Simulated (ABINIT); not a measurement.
Input of an ABINIT 10.8.3 (patched build) run:

run.abi

```
# Pseudopotentials
pp_dirpath "./"
pseudos "Bi.LDA_PW-JTH.xml"

# Structure
acell 6.2387040333 6.2387057557 44.9754817661
rprim
     1.0000000000     0.0000000000     0.0000000000
    -0.4999998620     0.8660254835     0.0000000000
     0.0000000000     0.0000000000     1.0000000000
ntypat 1
znucl 83
natom 1
typat 1
xred
     0.0000000000     0.0000000000     0.2941200000
chkprim 0
chksymtnons 0
tolsym 1.0e-6
nsym 1

# Plane-wave basis
ecut 30.0
pawecutdg 52.0

# k points
kptopt 2
ngkpt 9 9 1
nshiftk 1
shiftk 0.0 0.0 0.0

# Exchange and correlation
ixc 7

# Bands and occupations
nband 12
occopt 3
tsmear 0.00183747

# SCF cycle
nstep 120
tolvrs 1.0e-9
iprcel 45

# Output
iomode 3
prtwf 0
prtden 0
prteig 0
prtebands 0
enunit 2
prtvol 2
```

Potentials or basis: JTH PAW LDA v2.0.

Command:

```bash
$ mpirun --bind-to none -np 4 abinit run.abi > log 2>&1
```

Problem. Predict the band gap on the k mesh.

Solution. None (metal or under the smearing width).

Stress tensor (GPa, compression positive):
```
-0.59  0.00  0.00
 0.00 -0.59  0.00
 0.00  0.00 -0.01
```

Caveat: spin-orbit coupling is left out, which moves the levels of the heavy elements.
